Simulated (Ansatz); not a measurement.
# Rh: a hydrostatic pressure series

One table from this session's results is given with a row withheld; the runs are named, their logs left out.

Computed with Ansatz 0.2.0 (DFT r2SCAN, scalar-relativistic, plane waves, PAW, unless a step's input says otherwise).

1 further run of the same task is left out (set aside as unsound or not needed).

**The starting structure**

It takes space group P6_3/mmc (No. 194, hexagonal). The conventional cell has a = 2.689 Å, b = 2.689 Å, c = 8.777 Å, α = 90.00°, β = 90.00°, γ = 120.00°. Around Rh (site symmetry -3m) lie 12 Rh at 2.69 Å. Rh (site symmetry -6m2) is surrounded by 12 Rh at 2.69 Å.

Structure file:

```
Rh
1.0
     2.68885    0.00000    0.00000
    -1.34442    2.32861    0.00000
     0.00000    0.00000    8.77740
Rh
4
Direct
  0.00000 0.00000 0.00000
  0.33333 0.66667 0.25000
  0.00000 0.00000 0.50000
  0.66667 0.33333 0.75000
```

It goes back to an entry of the Materials Project, which need not be the stable form.

It is the result of an earlier relaxation at this level (volume 13.74 Å³/atom; gap on the mesh: none (metal)).

The first run:

input.yaml reads:

```yaml
crystal:
  lattice:
    - [2.7142682012, 0.0, 0.0]
    - [-1.3571341006, 2.3506252149, 0.0]
    - [0.0, 0.0, 8.8603809526]
  atoms:
    - { symbol: Rh, position: [0.0, 0.0, 0.0] }
    - { symbol: Rh, position: [0.3333333333, 0.6666666667, 0.25] }
    - { symbol: Rh, position: [0.0, 0.0, 0.5] }
    - { symbol: Rh, position: [0.6666666667, 0.3333333333, 0.75] }
basis:
  ecutwfc: 500
kpoints:
  mp_grid: { grid: [18, 18, 6] }
hamiltonian:
  xc: r2scan
scf:
  occupations: { method: gaussian, width: 0.1 }
output:
  forces: true
  stress: true
  eigenvalues: true
relax:
  adjacent_minimum: "off"
  f_tol: 0.008
  max_steps: 50
  cell: { stress_tol: 0.08, p_target: -3.0 }
```

Run with:

```sh
> ansatz run input.yaml --threads 1 --pin off --max-ram 2560MiB --backend cpu --events-out ev --progress --plain --runs-dir out
```

Steps of the session up to this table: Relaxing at -3 GPa; Target pressure 3 GPa; Target pressure 8 GPa; Target pressure 15 GPa; Relaxing at 30 GPa; Relaxing at 60 GPa.

One of the session's tables, all rows but one given; the rest of the session is left out.

It belongs to the step «Volume, cell and gap against pressure». Lengths are those of the vectors of the cell that was run:

| P (GPa) | V (Å³/atom) | a (Å) | b (Å) | c (Å) | ΔH (eV/atom) |
| --- | --- | --- | --- | --- | --- |
| -3 | 13.89 | 2.699 | 2.699 | 8.808 | -0.259 |
| 0 | 13.74 | 2.689 | 2.689 | 8.777 | 0.000 |
| 3 | 13.60 | 2.680 | 2.680 | 8.746 | 0.256 |
| 8 | 13.38 | 2.665 | 2.665 | 8.700 | 0.677 |
| 15 | 13.10 | 2.647 | 2.647 | 8.640 | 1.255 |
| 30 | ? | ? | ? | ? | ? |
| 60 | 11.86 | 2.560 | 2.560 | 8.361 | 4.745 |

**Question.** Estimate the row for P (GPa) = 30.

Worked estimate for «V (Å³/atom)». A straight line through the neighbours (15, 13.10) and (60, 11.86) gives 13.10 + (11.86 − 13.10) × (30 − 15) / (60 − 15) = 12.69; a parabola fitted to 3 rows on both sides gives 12.58.

The run gave: V (Å³/atom): 12.61; a (Å): 2.613; b (Å): 2.613; c (Å): 8.531; ΔH (eV/atom): 2.458. In «V (Å³/atom)» the line misses by +0.08 and the parabola by -0.03.

ΔH is E + PV over the energy at zero pressure; a, b and c are the vectors of the computed cell. 
